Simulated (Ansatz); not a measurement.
Geometry optimisation, Ansatz 0.2.0, DFT PBE, scalar-relativistic, plane waves, PAW.

Input file:

```yaml
crystal:
  lattice:
    - [5.76414, 0.0, 0.0]
    - [-2.88207, 4.991892, 0.0]
    - [0.0, 0.0, 17.235805]
  atoms:
    - { symbol: W, position: [0.0, 0.0, 0.0580188] }
    - { symbol: C, position: [0.3333333, 0.1666667, 0.1399375] }
    - { symbol: W, position: [0.0, 0.0, 0.2218562] }
    - { symbol: C, position: [0.3333333, 0.1666667, 0.3037749] }
    - { symbol: W, position: [0.0, 0.5, 0.0580188] }
    - { symbol: C, position: [0.3333333, 0.6666667, 0.1399375] }
    - { symbol: W, position: [0.0, 0.5, 0.2218562] }
    - { symbol: C, position: [0.3333333, 0.6666667, 0.3037749] }
    - { symbol: W, position: [0.5, 0.0, 0.0580188] }
    - { symbol: C, position: [0.8333333, 0.1666667, 0.1399375] }
    - { symbol: W, position: [0.5, 0.0, 0.2218562] }
    - { symbol: C, position: [0.8333333, 0.1666667, 0.3037749] }
    - { symbol: W, position: [0.5, 0.5, 0.0580188] }
    - { symbol: C, position: [0.8333333, 0.6666667, 0.1399375] }
    - { symbol: W, position: [0.5, 0.5, 0.2218562] }
    - { symbol: C, position: [0.8333333, 0.6666667, 0.3037749] }
    - { symbol: H, position: [0.6677059, 0.8385427, 0.2857891] }
basis:
  ecutwfc: 420.0
kpoints:
  mp_grid: { grid: [3, 3, 1] }
hamiltonian:
  xc: pbe
scf:
  occupations: { method: fermi_dirac, width: 0.05 }
  lower_state_search: "off"
relax:
  f_tol: 0.08
  max_steps: 25
  adjacent_minimum: "off"
  constraints: [{ sites: [0, 4, 8, 12] }]
```

Launched with:

```bash
$ ansatz run input.yaml --threads 2 --pin off --max-ram 5120MiB --backend cpu --events-out ev --progress --plain --runs-dir out
```

Where does it end, and by what steps?

The forces met the threshold. The force dipped under the threshold on the way, but the program's further checks kept it going. Limits of this set-up: coarse k mesh, thin slab, slab without dipole correction, odd electron count without spin, a typed lattice constant that wasn't relaxed here. After 14 steps the energy has fallen by 5.343 eV; H17 moved furthest, 2.07 Å. Parted: W3–H17 (1.99 → 2.87 Å), W11–H17 (1.98 → 2.87 Å), W15–H17 (2.02 → 4.06 Å). Joined: C12–H17 (1.67 → 1.09 Å).

| step | energy less start (eV) | largest force component (eV/Å) | accepted |
| --- | --- | --- | --- |
| 0 | 0.0000 | 5.166 | yes |
| 1 | -2.5786 | 0.876 | yes |
| 2 | -2.7306 | 0.409 | yes |
| 3 | -2.7886 | 0.495 | yes |
| 4 | -3.0188 | 1.851 | yes |
| 5 | -3.5335 | 1.899 | yes |
| 6 | -3.8940 | 2.095 | yes |
| 7 | -4.2748 | 1.365 | yes |
| 8 | -4.6082 | 1.345 | yes |
| 9 | -4.8834 | 1.177 | yes |
| 10 | -5.0929 | 0.913 | yes |
| 11 | -5.2402 | 0.613 | yes |
| 12 | -5.3236 | 0.274 | yes |
| 13 | -5.3433 | 0.022 | yes |
| 14 | -5.3433 | 0.022 | yes |

```xyz
17
Lattice="5.7641 0.0000 0.0000 -2.8821 4.9919 0.0000 0.0000 0.0000 17.2358" Properties=species:S:1:pos:R:3
W 0.000 0.000 1.000
C 1.441 0.832 2.322
W 0.003 -0.003 3.869
C 1.441 0.816 4.995
W -1.441 2.496 1.000
C 0.000 3.327 2.322
W -1.441 2.498 3.870
C -0.013 3.334 4.996
W 2.882 0.000 1.000
C 4.323 0.832 2.340
W 2.879 -0.003 3.869
C 4.323 0.829 5.117
W 1.441 2.496 1.000
C 2.882 3.327 2.322
W 1.441 2.495 3.872
C 2.894 3.334 4.996
H 1.440 5.815 6.209
```

Whether the end is a true minimum wasn't checked by a vibrational analysis.

Time of the run: 2.2 min on 2 threads of Arm Neoverse V1, with other jobs on the host, peak memory 0.82 GiB.
